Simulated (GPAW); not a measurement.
The system is TaTe.

```
Ta Te
1.0
     3.42009    0.00000    0.00000
     0.00000    3.42009    0.00000
     0.00000    0.00000    3.42009
Ta Te
1 1
Direct
  0.50000 0.50000 0.50000
  0.00000 0.00000 0.00000
```

The cell was built by a generator and needn't be a form met in nature.

Base run:

* Program: GPAW 26.7.0
* Functional: PBEsol
* Potentials or basis: PAW data sets generated in the run's folder for this functional
* Cutoff: 600 eV
* Basis: pw
* k mesh: 8 × 8 × 8
* Occupations: fermi-dirac, width 0.05 eV
* Spin: no spin polarisation
* Hubbard terms: Ta d U = 2 eV

Its results: band gap on the k mesh none (metal or under the smearing width); pressure -3.4 GPa.

Q: The run is repeated on the same cell with these changes: hubbard terms from Ta d U = 2 eV to Ta d U = 8 eV. What comes out?

A: Band gap on the k mesh none (metal or under the smearing width); pressure 12.6 GPa.

Caveats: U without spin polarisation on a metal has little footing; the U is typed as a test and isn't derived for this compound.
